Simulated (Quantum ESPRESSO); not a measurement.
Runs of Quantum ESPRESSO 7.5 on HfMoC2. It takes space group P4/mmm (No. 123, tetragonal). Conventional cell: a = 3.191 Å, b = 3.191 Å, c = 4.485 Å, α = 90.00°, β = 90.00°, γ = 90.00°. Hf (site symmetry 4/mmm) has 6 C at 2.24 to 2.26 Å as nearest neighbours. Around Mo (site symmetry 4/mmm) lie 6 C at 2.24 to 2.26 Å. C (site symmetry 4/mmm) has 2 Mo at 2.24 Å and 4 Hf at 2.26 Å as nearest neighbours. Around C (site symmetry 4/mmm) lie 2 Hf at 2.24 Å and 4 Mo at 2.26 Å. The cell comes from a database or a generator and needn't be the stable form of this composition.

```tsv
task	level	potentials or basis	cell	k mesh	cutoff (eV)	SCF threshold	symmetry	form of the LDA correlation	gap on the mesh (eV)	pressure (GPa)	V0 of scaled cells (Å³/atom)	B0 (GPa)
equation of state	PBEsol	GBRV 1.5 PBEsol	as given	8 × 8 × 6	612	8e-10 Ry	-	-	-	-	(a)	(b)
band structure	r2SCAN	SG15 PBE 1.2	as given	6 × 6 × 4	1197	1e-08 Ry	off	-	none	-8.4	-	-
band structure	PBEsol	GBRV 1.5 PBEsol	as given	8 × 8 × 6	612	8e-10 Ry	-	-	none	-9.0	-	-
single point	PBEsol	GBRV 1.5 PBEsol	atoms moved at random, drawn with an rms of 0.05 Å	8 × 8 × 6	612	8e-10 Ry	-	-	none	-8.4	-	-
single point	PBEsol	GBRV 1.5 PBEsol	as given	8 × 8 × 6	612	8e-10 Ry	-	-	none	-9.0	-	-
band structure	LDA	GBRV 1.5 LDA	as given	8 × 8 × 6	612	8e-10 Ry	-	PZ81	none	-14.2	-	-
equation of state	LDA	GBRV 1.5 LDA	as given	8 × 8 × 6	612	8e-10 Ry	-	PZ81	-	-	10.88	315
```

Alike in all rows: no spin polarisation; smearing fermi-dirac 0.05 eV.

Question: Fill in the values left out.

Answer: (a) 11.08; (b) 300.

Caveats: spin-orbit coupling is left out, which moves the levels of the heavy elements (some runs); the cell was scaled at fixed shape and fractional positions, which overstates the stiffness of a crystal with free parameters, most of all of layers and chains (some runs); the potentials were made for another functional, which shifts forces and pressure (some runs).

A k mesh can miss the band edges, and the runs leave out spin-orbit coupling on Hf, Mo.

A gap of «none» marks a metal or a gap under the smearing width.

The runs don't all hold the same shells in valence.
